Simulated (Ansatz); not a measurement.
# C₄H₉Cl₂GaO: relaxing the structure

The task is to find a stationary geometry of C₄H₉Cl₂GaO.

Method: RKS PBE0-D4/def2-TZVP; program: Ansatz 0.2.0, Gaussian basis.

Plan: relaxation at PBE0-D4/def2-TZVP.

1 further run of the same task is left out (set aside as unsound or not needed).

## 1. Where the work starts

SMILES `CC(C)(C)[O][Ga]([Cl])[Cl]`, 17 atoms, charge 0, spin multiplicity 1.

Atoms are counted from 1 here; the program's logs count them from 0.

Bond lengths: C1–C2 1.529 Å, C1–H9 1.091 Å, C1–H10 1.087 Å, C1–H11 1.089 Å, C2–C3 1.529 Å, C2–C4 1.532 Å, C2–O5 1.421 Å, C3–H12 1.089 Å, C3–H13 1.087 Å, C3–H14 1.092 Å, C4–H15 1.087 Å, C4–H16 1.087 Å, C4–H17 1.086 Å, O5–Ga6 1.752 Å, Ga6–Cl7 2.076 Å, Ga6–Cl8 2.101 Å. Angles: C2–C1–H9 109.4°, C2–C1–H10 110.7°, C2–C1–H11 109.6°, H9–C1–H10 109.2°, H9–C1–H11 108.8°, H10–C1–H11 109.1°, C1–C2–C3 110.2°, C1–C2–C4 110.5°, C1–C2–O5 110.0°, C3–C2–C4 110.5°, C3–C2–O5 109.6°, C4–C2–O5 106.0°, C2–C3–H12 109.7°, C2–C3–H13 110.8°, C2–C3–H14 109.3°, H12–C3–H13 109.2°, H12–C3–H14 108.7°, H13–C3–H14 109.2° and more.

As a file:

```
C    -0.46522   -1.43732   -0.13253
C     0.16735   -0.11522    0.30419
C     1.46541    0.12927   -0.46607
C     0.43074   -0.12048    1.81334
O    -0.73608    0.95586    0.06925
Ga   -1.58563    1.58264   -1.32844
Cl   -2.70320    3.25911   -0.82932
Cl   -1.50013    0.77622   -3.26616
H    -0.64822   -1.41435   -1.20821
H     0.18986   -2.27287    0.10026
H    -1.41524   -1.57481    0.38191
H     1.89520    1.08354   -0.16682
H     2.18409   -0.66254   -0.27143
H     1.24890    0.16279   -1.53593
H     0.84755    0.83645    2.11672
H    -0.50282   -0.27490    2.34842
H     1.12744   -0.91338    2.07082
```

The start is a GFN2-xTB geometry.

## 2. Geometry optimisation, PBE0-D4/def2-TZVP

File in.yaml:

```yaml
crystal:
  periodic: [false, false, false]
  atoms:
    - {symbol: C, position_ang: [-0.465220, -1.437320, -0.132530]}
    - {symbol: C, position_ang: [0.167350, -0.115220, 0.304190]}
    - {symbol: C, position_ang: [1.465410, 0.129270, -0.466070]}
    - {symbol: C, position_ang: [0.430740, -0.120480, 1.813340]}
    - {symbol: O, position_ang: [-0.736080, 0.955860, 0.069250]}
    - {symbol: Ga, position_ang: [-1.585630, 1.582640, -1.328440]}
    - {symbol: Cl, position_ang: [-2.703200, 3.259110, -0.829320]}
    - {symbol: Cl, position_ang: [-1.500130, 0.776220, -3.266160]}
    - {symbol: H, position_ang: [-0.648220, -1.414350, -1.208210]}
    - {symbol: H, position_ang: [0.189860, -2.272870, 0.100260]}
    - {symbol: H, position_ang: [-1.415240, -1.574810, 0.381910]}
    - {symbol: H, position_ang: [1.895200, 1.083540, -0.166820]}
    - {symbol: H, position_ang: [2.184090, -0.662540, -0.271430]}
    - {symbol: H, position_ang: [1.248900, 0.162790, -1.535930]}
    - {symbol: H, position_ang: [0.847550, 0.836450, 2.116720]}
    - {symbol: H, position_ang: [-0.502820, -0.274900, 2.348420]}
    - {symbol: H, position_ang: [1.127440, -0.913380, 2.070820]}
basis:
  gaussian: {orbitals: def2-TZVP}
hamiltonian: {xc: pbe0, dispersion: d4}
relax: {f_tol: 0.005, max_steps: 150}
```

Started as:

```sh
ansatz run in.yaml --threads 4 --pin off --events-out ev --progress --plain --max-ram 66560MiB --backend cuda --devices 0, --max-vram 37GiB
```

Before running them: what should the planned runs give, taken together? Wanted: point group; shift from the start; total energy; dispersion term; dipole moment.

As calculated:

| quantity | value |
| --- | --- |
| point group | Cs |
| steps | 12 |
| shift from the start (rms) | 0.121 Å |
| total energy | -83750.5086 eV |
| dispersion term | -443 meV |
| dipole moment | 2.32 D |

The relaxed geometry lies 0.12 Å (rms) from the start; the bond that changed most is Ga6–Cl7, from 2.076 to 2.116 Å. No vibrations were run, so it is not proven to be a minimum. The largest Mulliken charge, +0.62 e, sits on Ga6.
